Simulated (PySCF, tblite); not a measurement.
# CH9B3N4: dynamics, then NMR shifts on frames

Aim: move CH9B3N4 (`CNB1NBNBN1`) away from its starting geometry and see how NMR shifts follow the geometry.

Computed with tblite 0.8.0 and PySCF 2.14.0, with density-fitted response routines of our own, on a single molecule in the gas phase. Atoms count from 0, in the outputs and in this text.

### Step 1. The starting structure

17 atoms, charge 0, multiplicity 1; geometry from: GFN2-xTB.

Bonds of the start (Å): C0–N1 1.44, N1–B2 1.41, B2–N3 1.43, N3–B4 1.41, B4–N5 1.42, N5–B6 1.42, B6–N7 1.41, N7–B2 1.44, C0–H8 1.10, C0–H9 1.10, C0–H10 1.09, N1–H11 1.01, N3–H12 1.01, B4–H13 1.18, N5–H14 1.01, B6–H15 1.18, N7–H16 1.01.

### Step 2. A short Langevin run with GFN2-xTB

The job: settings as JSON, then the geometry in Å.

```
{"job": {"kind": "md", "xc": "GFN2-xTB", "basis": "xTB", "temperature": 600, "steps": 2000, "every": 50, "frames": 5}, "charge": 0, "multiplicity": 1}
C      2.728547     0.224883    -0.285134
N      1.524211    -0.555928    -0.418726
B      0.211181    -0.260915     0.011724
N     -0.147984     0.945635     0.692235
B     -1.464999     1.224872     1.114156
N     -2.458125     0.249583     0.839404
B     -2.181981    -0.970233     0.167974
N     -0.848276    -1.197943    -0.231042
H      3.156805     0.466881    -1.264620
H      3.487971    -0.313967     0.293405
H      2.509001     1.158297     0.228245
H      1.687323    -1.430738    -0.892286
H      0.570759     1.626726     0.878535
H     -1.725674     2.228641     1.669332
H     -3.404833     0.431282     1.134095
H     -3.028920    -1.757218    -0.046998
H     -0.622006    -2.057827    -0.706930
```

Method: GFN2-xTB Langevin dynamics, gas phase.

The run is started by

```bash
$ OMP_NUM_THREADS=1 python probes_run.py task.json out
```

One launch serves the whole session: the jobs run in the order shown.

Output:

```text
t/fs     T/K      E/eV
    0.0   518.0   -607.76174
   25.0   387.2   -607.12520
   50.0   470.2   -606.80220
   75.0   501.2   -606.62445
  100.0   398.3   -606.88626
  125.0   450.0   -606.65090
  150.0   468.3   -607.00992
  175.0   495.2   -606.88217
  200.0   440.5   -606.83236
  225.0   410.6   -606.66346
  250.0   588.8   -606.83963
  275.0   508.6   -606.95868
  300.0   456.4   -606.73108
  325.0   441.7   -606.47570
  350.0   468.0   -606.15877
  375.0   622.1   -606.57876
  400.0   415.9   -606.49107
  425.0   706.7   -606.81548
  450.0   477.7   -606.50503
  475.0   707.4   -606.62529
  500.0   638.0   -606.49315
  525.0   589.5   -606.38896
  550.0   667.2   -606.59491
  575.0   558.7   -606.49315
  600.0   658.1   -607.04639
  625.0   593.6   -606.88506
  650.0   648.6   -606.77045
  675.0   496.3   -606.35953
  700.0   506.6   -606.33949
  725.0   648.7   -606.54195
  750.0   524.1   -606.14848
  775.0   548.6   -606.26954
  800.0   828.0   -606.50300
  825.0   757.0   -606.58264
  850.0   732.9   -606.57111
  875.0   695.4   -606.26375
  900.0   814.1   -606.13642
  925.0   675.7   -606.36646
  950.0   690.0   -606.39136
  975.0   547.0   -606.36510
 1000.0   616.3   -606.42854
```

Run time: 18 s. Hardware: 1 thread of Intel Xeon Platinum 8259CL at 2.50GHz, shared host; peak memory 0.18 GiB.

Distance from the start (root mean square after alignment): 0 fs 0.00 Å, 200 fs 0.43 Å, 400 fs 0.49 Å, 600 fs 0.55 Å, 800 fs 0.85 Å, 1000 fs 0.78 Å.

Positions (Å) and forces (eV/Å) at 1000 fs:

```xyz
17

C     0.820    2.392    1.506    0.265   -2.796   -0.384
N     0.089    1.195    1.946   -0.090   -1.102    1.121
B    -1.104    0.585    1.416    2.121   -1.171    2.277
N    -1.779    1.094    0.321    1.392    2.707   -0.971
B    -3.072    0.828   -0.004   -2.423   -0.757   -0.194
N    -3.651    0.013    0.978   -2.046   -1.596    0.851
B    -3.085   -0.618    2.127    3.718    1.008   -2.510
N    -1.618   -0.604    2.121   -2.065    1.319   -0.308
H     0.287    2.791    0.666    0.069    0.269   -0.497
H     1.824    1.946    1.200   -0.771    1.501    0.392
H     0.766    3.067    2.321    0.763    0.871    0.552
H     0.547    0.737    2.795   -0.874    0.877   -1.637
H    -1.497    2.019   -0.009    0.539   -0.588   -0.153
H    -3.729    1.260   -0.901    0.447   -0.087    0.216
H    -4.572   -0.418    0.915   -0.095    0.818   -0.610
H    -3.643   -1.281    2.782   -1.479   -1.488    1.747
H    -1.168   -1.125    2.847    0.527    0.216    0.108
```

### Step 3. Shielding tensors: 250 fs, PBE0/pcSseg-1

The job: settings as JSON, then the geometry in Å.

```
{"job": {"kind": "nmr", "xc": "PBE0", "basis": "pcSseg-1", "pop": false}, "charge": 0, "multiplicity": 1}
C      2.367400     0.200300    -0.055100
N      1.096400    -0.608900    -0.062200
B     -0.249900    -0.290100     0.028900
N     -0.664100     1.034100     0.369900
B     -1.946900     1.480800     0.802900
N     -2.866000     0.351600     1.000300
B     -2.611200    -1.075500     0.658500
N     -1.274500    -1.314500     0.118600
H      3.134400    -0.459500    -0.429900
H      2.656200     0.424700     1.007200
H      2.296400     1.194200    -0.555400
H      1.325400    -1.649300    -0.041900
H      0.067200     1.791200     0.417600
H     -2.261700     2.544700     1.060800
H     -3.730700     0.620200     1.316700
H     -3.390500    -1.887500     0.628900
H     -1.214400    -2.133700    -0.401200
```

Level: GIAO PBE0/pcSseg-1 NMR shielding, non-relativistic, gas phase.

Output:

```text
coarse grid: 14176 points
cycle   1  E = -336.7663329871  dE =  9.341e-01  |g| = 6.192e-01  |ddm| = 3.515e+00
cycle   2  E = -336.7061677660  dE =  6.017e-02  |g| = 8.315e-01  |ddm| = 1.108e+00
cycle   3  E = -336.8565385636  dE = -1.504e-01  |g| = 6.394e-02  |ddm| = 6.468e-01
cycle   4  E = -336.8573759089  dE = -8.373e-04  |g| = 2.725e-02  |ddm| = 6.096e-02
cycle   5  E = -336.8575271570  dE = -1.512e-04  |g| = 1.000e-02  |ddm| = 2.289e-02
cycle   6  E = -336.8575475660  dE = -2.041e-05  |g| = 2.566e-03  |ddm| = 7.664e-03
cycle   7  E = -336.8575488952  dE = -1.329e-06  |g| = 5.022e-04  |ddm| = 1.771e-03
final grid: 137152 points
cycle   8  E = -336.8888641737  dE = -3.900e-05  |g| = 1.077e-02  |ddm| = 2.441e-02
cycle   9  E = -336.8888469551  dE =  1.722e-05  |g| = 1.425e-02  |ddm| = 1.701e-02
cycle  10  E = -336.8888897224  dE = -4.277e-05  |g| = 9.476e-04  |ddm| = 9.267e-03
cycle  11  E = -336.8888899318  dE = -2.094e-07  |g| = 2.658e-04  |ddm| = 7.867e-04
cycle  12  E = -336.8888899467  dE = -1.488e-08  |g| = 8.347e-05  |ddm| = 2.237e-04
cycle  13  E = -336.8888899481  dE = -1.436e-09  |g| = 3.128e-05  |ddm| = 7.420e-05
cycle  14  E = -336.8888899483  dE = -1.893e-10  |g| = 8.541e-06  |ddm| = 2.276e-05
converged SCF energy = -336.8888899483

GIAO shielding tensors (ppm)
atom      isotropic    diamagn.    paramagn.     s11        s22        s33       span
  0 C      150.690     242.667     -91.977    124.013    142.785    185.273     61.259
  1 N      190.022     322.464    -132.442    156.228    189.397    224.440     68.212
  2 B       80.060     197.263    -117.203     55.841     78.584    105.754     49.913
  3 N      140.946     325.476    -184.530     36.268    154.573    231.997    195.729
  4 B       71.182     197.731    -126.549     40.473     60.476    112.597     72.124
  5 N      126.547     318.715    -192.168    -19.873    154.108    245.406    265.279
  6 B       68.864     196.257    -127.393     38.974     55.393    112.223     73.249
  7 N      151.655     323.841    -172.187     37.873    175.803    241.288    203.415
  8 H       28.803      28.013       0.790     23.707     27.252     35.451     11.744
  9 H       27.981      28.326      -0.344     23.319     26.054     34.571     11.252
 10 H       28.111      28.857      -0.747     24.424     26.363     33.544      9.121
 11 H       28.415      32.461      -4.046     19.218     30.249     35.778     16.560
 12 H       26.347      33.435      -7.088     20.271     27.991     30.778     10.507
 13 H       27.156      30.763      -3.608     25.117     27.858     28.492      3.374
 14 H       27.574      29.363      -1.790     23.973     27.086     31.662      7.689
 15 H       27.274      30.030      -2.755     25.403     27.163     29.257      3.853
 16 H       28.446      34.721      -6.275     23.303     28.542     33.493     10.189
```

Wall time 38 s (1 thread of Intel Xeon Platinum 8259CL at 2.50GHz, shared host); peak memory 0.81 GiB.

Shifts follow as δ = σ(reference) − σ, with reference shieldings (ppm) from runs at the same level and on the same kind of geometry: 1H TMS 31.72, 13C TMS 186.9, 15N NH3 267.7, 11B BF3·OEt2 100.1. The references are single molecules in the gas phase, so shifts against H2O, NH3, PH3, H3PO4 or CFCl3 are not on the usual liquid scales and can be off by tens of ppm. Each atom is listed at this fixed geometry, with no averaging over motion; a spectrum would average atoms that exchange fast.

```
atoms                                                 environment  σ (ppm)  δ (ppm)
   C0                                   methyl carbon bonded to N    150.7     36.2
  H12  hydrogen on a nitrogen bonded to 2 B, in a 6-membered ring    26.35     5.37
  H13     hydrogen on a boron bonded to 2 N, in a 6-membered ring    27.16     4.56
  H15     hydrogen on a boron bonded to 2 N, in a 6-membered ring    27.27     4.44
  H14  hydrogen on a nitrogen bonded to 2 B, in a 6-membered ring    27.57     4.14
   H9                     hydrogen on a methyl carbon bonded to N    27.98     3.74
  H10                     hydrogen on a methyl carbon bonded to N    28.11     3.61
  H11                       hydrogen on a nitrogen bonded to C, B    28.41     3.30
  H16  hydrogen on a nitrogen bonded to 2 B, in a 6-membered ring    28.45     3.27
   H8                     hydrogen on a methyl carbon bonded to N    28.80     2.91
   N5             nitrogen bonded to 2 B, H, in a 6-membered ring    126.5    141.2
   N3             nitrogen bonded to 2 B, H, in a 6-membered ring    140.9    126.8
   N7             nitrogen bonded to 2 B, H, in a 6-membered ring    151.7    116.1
   N1                                  nitrogen bonded to C, B, H    190.0     77.7
   B6                boron bonded to 2 N, H, in a 6-membered ring     68.9     31.2
   B4                boron bonded to 2 N, H, in a 6-membered ring     71.2     28.9
   B2                   boron bonded to 3 N, in a 6-membered ring     80.1     20.0
```

Ring of atoms B2, N3, B4, N5, B6, N7: NICS(0) -1.7, NICS(1) -2.2, NICS(1)zz -2.2 ppm (means of both faces).

Orbitals, density, ELF and potential are computed afterwards from the orbital file.

Frontier orbitals at PBE0/pcSseg-1, with the share of their density that lies nearest to each atom:

```
orbital  energy (eV)                                                                  lies on
   HOMO        -6.35                                 N1 38 %; N5 16 %; N3, N7 about 12 % each
   LUMO         0.57  B4, B6 about 27 % each; H13, H15 about 10 % each; N3, N7 about 8 % each
```

ELF in a plane through or near 14 of the atoms.

Values, 10 rows by 14 columns:
```
0.00 0.00 0.00 0.00 0.00 0.00 0.00 0.00 0.00 0.00 0.00 0.00 0.00 0.00
0.00 0.00 0.00 0.00 0.00 0.00 0.00 0.00 0.04 0.17 0.00 0.00 0.00 0.00
0.00 0.00 0.00 0.00 0.00 0.00 0.23 0.01 0.95 1.00 0.87 0.00 0.00 0.00
0.00 0.00 0.00 0.13 0.32 0.05 0.99 0.45 0.38 0.85 0.05 0.01 0.00 0.00
0.00 0.00 0.04 0.43 0.72 0.05 0.35 0.42 0.50 0.90 0.88 0.96 0.05 0.00
0.00 0.00 0.97 0.98 0.37 0.52 0.57 0.25 0.07 0.79 0.62 0.15 0.00 0.00
0.00 0.00 0.90 0.71 0.20 0.95 0.14 0.77 0.53 0.13 0.98 0.80 0.01 0.00
0.00 0.00 0.00 0.00 0.45 0.94 0.01 0.86 0.60 0.24 1.00 0.99 0.01 0.00
0.00 0.00 0.00 0.00 0.00 0.00 0.00 0.03 0.01 0.00 0.08 0.00 0.00 0.00
0.00 0.00 0.00 0.00 0.00 0.00 0.00 0.00 0.00 0.00 0.00 0.00 0.00 0.00
```
The map spans 12.5 Å across and 10.3 Å up, centred on the molecule. Atoms in the plane (x, y in Å): C0 (-2.8, 0.2), N1 (-1.6, -0.6), B2 (-0.2, -0.4), N3 (0.2, 1.0), B4 (1.6, 1.5), N5 (2.5, 0.4), B6 (2.2, -1.1), N7 (0.8, -1.4), H8 (-3.6, -0.5), H11 (-1.8, -1.7), H12 (-0.5, 1.8), H13 (1.9, 2.6), H14 (3.4, 0.7), H15 (3.0, -1.9).

log10 of the density (e/Å³) in the same plane.

Ten even steps from ' ' (-4.0) to '@' (1.8):
```
                                                        
                                ........                
                            ....::::::::..              
                        ....::----====--::....          
              ........::------==++****++--::..          
        ....::::::::--==++++++++**####++==--::..        
        ..::--====----++**********##**++==--::..        
      ..::==++++++====++**########@@****++++==--..      
    ..::--++******++==++**##%%##****######**++==::      
    ..--==++**%%%%**************++**##%%##**++==::      
    ..--++**############**##****++**####**++==--..      
    ..--++********##%%##****######**##****++==::..      
    ..::--======++####**++**##@@########**++==--::      
      ..::::::--==****++==++**##********##**==--::      
          ....::--======--==****++++++++**++==--..      
              ....::::::::--======----====----::..      
                        ....::::::::::::::::....        
                                                        
                                                        
                                                        
```
The map spans 12.5 Å across and 10.3 Å up, centred on the molecule. Atoms in the plane (x, y in Å): C0 (-2.8, 0.2), N1 (-1.6, -0.6), B2 (-0.2, -0.4), N3 (0.2, 1.0), B4 (1.6, 1.5), N5 (2.5, 0.4), B6 (2.2, -1.1), N7 (0.8, -1.4), H8 (-3.6, -0.5), H11 (-1.8, -1.7), H12 (-0.5, 1.8), H13 (1.9, 2.6), H14 (3.4, 0.7), H15 (3.0, -1.9).

On the surface of density 0.002 e/bohr³ the electrostatic potential runs, from the 1st to the 99th percentile, from -1.00 V near N5 to 1.48 V near H11.

### Step 4. Nuclear shieldings: 425 fs, PBE0/pcSseg-1

The job: settings as JSON, then the geometry in Å.

```
{"job": {"kind": "nmr", "xc": "PBE0", "basis": "pcSseg-1", "pop": false}, "charge": 0, "multiplicity": 1}
C      2.002400     0.819500     0.125100
N      1.047200    -0.197500    -0.065700
B     -0.271200    -0.110600     0.398500
N     -0.787100     1.193600     0.851100
B     -2.163500     1.370700     0.921300
N     -3.062000     0.308400     1.136000
B     -2.548700    -1.036200     1.009500
N     -1.222200    -1.120000     0.433800
H      2.958100     0.546700    -0.184900
H      2.183600     1.232900     1.132000
H      1.633600     1.709100    -0.440400
H      1.455500    -1.105100    -0.108200
H     -0.152000     1.936500     0.835900
H     -2.575900     2.551900     1.161800
H     -4.063800     0.412500     1.036700
H     -3.064600    -2.071000     1.447900
H     -0.889100    -2.066400     0.449400
```

Method: GIAO PBE0/pcSseg-1 NMR shielding, non-relativistic, gas phase.

Output:

```text
coarse grid: 14176 points
cycle   1  E = -336.7638449322  dE =  1.244e+00  |g| = 6.335e-01  |ddm| = 3.560e+00
cycle   2  E = -336.7145665448  dE =  4.928e-02  |g| = 8.103e-01  |ddm| = 1.091e+00
cycle   3  E = -336.8566089623  dE = -1.420e-01  |g| = 5.814e-02  |ddm| = 6.297e-01
cycle   4  E = -336.8572271530  dE = -6.182e-04  |g| = 2.838e-02  |ddm| = 5.552e-02
cycle   5  E = -336.8573933681  dE = -1.662e-04  |g| = 8.621e-03  |ddm| = 2.262e-02
cycle   6  E = -336.8574078460  dE = -1.448e-05  |g| = 2.595e-03  |ddm| = 6.894e-03
cycle   7  E = -336.8574092568  dE = -1.411e-06  |g| = 3.990e-04  |ddm| = 1.888e-03
final grid: 137152 points
cycle   8  E = -336.8909685360  dE = -4.111e-05  |g| = 1.005e-02  |ddm| = 2.608e-02
cycle   9  E = -336.8909558826  dE =  1.265e-05  |g| = 1.283e-02  |ddm| = 1.558e-02
cycle  10  E = -336.8909904915  dE = -3.461e-05  |g| = 6.448e-04  |ddm| = 8.450e-03
cycle  11  E = -336.8909905852  dE = -9.369e-08  |g| = 2.253e-04  |ddm| = 5.935e-04
cycle  12  E = -336.8909905961  dE = -1.088e-08  |g| = 5.593e-05  |ddm| = 1.722e-04
cycle  13  E = -336.8909905967  dE = -6.020e-10  |g| = 2.531e-05  |ddm| = 5.640e-05
converged SCF energy = -336.8909905967

GIAO shielding tensors (ppm)
atom      isotropic    diamagn.    paramagn.     s11        s22        s33       span
  0 C      160.664     243.175     -82.512    135.055    154.398    192.538     57.483
  1 N      221.864     321.157     -99.294    182.422    218.650    264.519     82.096
  2 B       79.158     197.792    -118.633     53.976     74.703    108.795     54.820
  3 N      146.505     327.270    -180.765     25.473    171.576    242.466    216.993
  4 B       74.056     194.059    -120.003     42.136     66.987    113.046     70.911
  5 N      134.653     323.803    -189.151      6.455    163.127    234.376    227.922
  6 B       68.185     198.478    -130.293     38.576     56.311    109.668     71.092
  7 N      144.766     324.030    -179.264     39.466    168.154    226.677    187.211
  8 H       30.092      29.634       0.459     25.186     28.013     37.077     11.891
  9 H       29.035      29.299      -0.264     24.823     26.591     35.689     10.866
 10 H       28.286      29.774      -1.488     23.867     26.171     34.819     10.952
 11 H       30.486      34.705      -4.218     21.429     30.422     39.608     18.179
 12 H       27.404      36.060      -8.655     21.862     29.286     31.064      9.202
 13 H       25.936      26.818      -0.882     22.654     26.105     29.047      6.393
 14 H       26.545      27.273      -0.729     22.533     25.075     32.026      9.493
 15 H       26.062      27.831      -1.770     23.532     25.953     28.701      5.169
 16 H       27.535      34.152      -6.617     21.693     28.374     32.537     10.844
```

Run time: 26 s. Hardware: 1 thread of Intel Xeon Platinum 8259CL at 2.50GHz, shared host; peak memory 0.84 GiB.

This run: δ C0 26.3, N5 133.1, N7 123.0, N3 121.2, H13 5.78, H15 5.66 ppm.

### Step 5. NMR shieldings: 625 fs, PBE0/pcSseg-1

The job: settings as JSON, then the geometry in Å.

```
{"job": {"kind": "nmr", "xc": "PBE0", "basis": "pcSseg-1", "pop": false}, "charge": 0, "multiplicity": 1}
C      1.811500     1.005300     0.955200
N      0.848000    -0.026300     0.958500
B     -0.535000     0.228900     0.736800
N     -1.193300     1.463100     0.516500
B     -2.530900     1.434300     0.151200
N     -3.190500     0.226500     0.460600
B     -2.694400    -1.064300     0.720500
N     -1.253400    -1.011600     0.978700
H      1.428400     1.808000     0.294300
H      2.721000     0.725800     0.527100
H      1.934800     1.432200     2.004100
H      1.116300    -0.939600     1.339300
H     -0.723200     2.214600     0.181000
H     -3.169000     2.354900    -0.135900
H     -4.171800     0.315200     0.180800
H     -3.355000    -2.044800     0.871600
H     -0.723300    -1.852200     1.077500
```

Method: GIAO PBE0/pcSseg-1 NMR shielding, non-relativistic, gas phase.

Output:

```text
coarse grid: 14176 points
cycle   1  E = -336.7592800946  dE =  1.272e+00  |g| = 6.460e-01  |ddm| = 3.575e+00
cycle   2  E = -336.7060369970  dE =  5.324e-02  |g| = 8.333e-01  |ddm| = 1.092e+00
cycle   3  E = -336.8554477008  dE = -1.494e-01  |g| = 6.432e-02  |ddm| = 6.318e-01
cycle   4  E = -336.8562286983  dE = -7.810e-04  |g| = 3.027e-02  |ddm| = 6.131e-02
cycle   5  E = -336.8564116543  dE = -1.830e-04  |g| = 1.018e-02  |ddm| = 2.370e-02
cycle   6  E = -336.8564329615  dE = -2.131e-05  |g| = 2.355e-03  |ddm| = 7.738e-03
cycle   7  E = -336.8564340675  dE = -1.106e-06  |g| = 4.513e-04  |ddm| = 1.620e-03
final grid: 137152 points
cycle   8  E = -336.8887084567  dE = -4.851e-05  |g| = 1.039e-02  |ddm| = 2.892e-02
cycle   9  E = -336.8886938104  dE =  1.465e-05  |g| = 1.349e-02  |ddm| = 1.608e-02
cycle  10  E = -336.8887320238  dE = -3.821e-05  |g| = 8.360e-04  |ddm| = 8.780e-03
cycle  11  E = -336.8887321786  dE = -1.548e-07  |g| = 2.904e-04  |ddm| = 7.568e-04
cycle  12  E = -336.8887321953  dE = -1.665e-08  |g| = 9.165e-05  |ddm| = 2.260e-04
cycle  13  E = -336.8887321970  dE = -1.697e-09  |g| = 2.647e-05  |ddm| = 7.007e-05
cycle  14  E = -336.8887321971  dE = -1.407e-10  |g| = 6.390e-06  |ddm| = 1.942e-05
converged SCF energy = -336.8887321971

GIAO shielding tensors (ppm)
atom      isotropic    diamagn.    paramagn.     s11        s22        s33       span
  0 C      155.808     245.001     -89.193    133.449    149.271    184.703     51.254
  1 N      196.412     324.361    -127.949    157.893    181.038    250.304     92.411
  2 B       76.635     198.088    -121.453     54.576     69.260    106.067     51.491
  3 N      167.953     326.892    -158.939     60.464    178.794    264.601    204.136
  4 B       72.684     197.003    -124.319     38.496     64.848    114.708     76.212
  5 N      128.922     319.385    -190.463     -2.067    156.808    232.024    234.091
  6 B       72.252     197.199    -124.947     43.584     60.475    112.697     69.113
  7 N      127.565     327.445    -199.880      7.844    175.349    199.503    191.659
  8 H       28.606      31.490      -2.885     23.802     28.763     33.252      9.450
  9 H       29.889      30.511      -0.622     25.145     27.873     36.650     11.505
 10 H       27.649      26.578       1.071     22.181     25.521     35.245     13.064
 11 H       29.468      35.147      -5.678     21.151     31.567     35.687     14.536
 12 H       28.813      36.935      -8.122     23.167     29.110     34.162     10.995
 13 H       27.228      29.624      -2.396     24.700     27.882     29.102      4.402
 14 H       26.501      25.694       0.806     21.378     26.227     31.897     10.519
 15 H       26.731      28.638      -1.906     24.564     26.491     29.138      4.574
 16 H       27.571      36.170      -8.599     23.283     28.657     30.775      7.493
```

Run time: 28 s. Hardware: 1 thread of Intel Xeon Platinum 8259CL at 2.50GHz, shared host; peak memory 0.84 GiB.

In short: δ C0 31.1, N7 140.2, N5 138.8, N3 99.8, H14 5.22, H15 4.99 ppm.

(Part 1 of 2 ends here.)
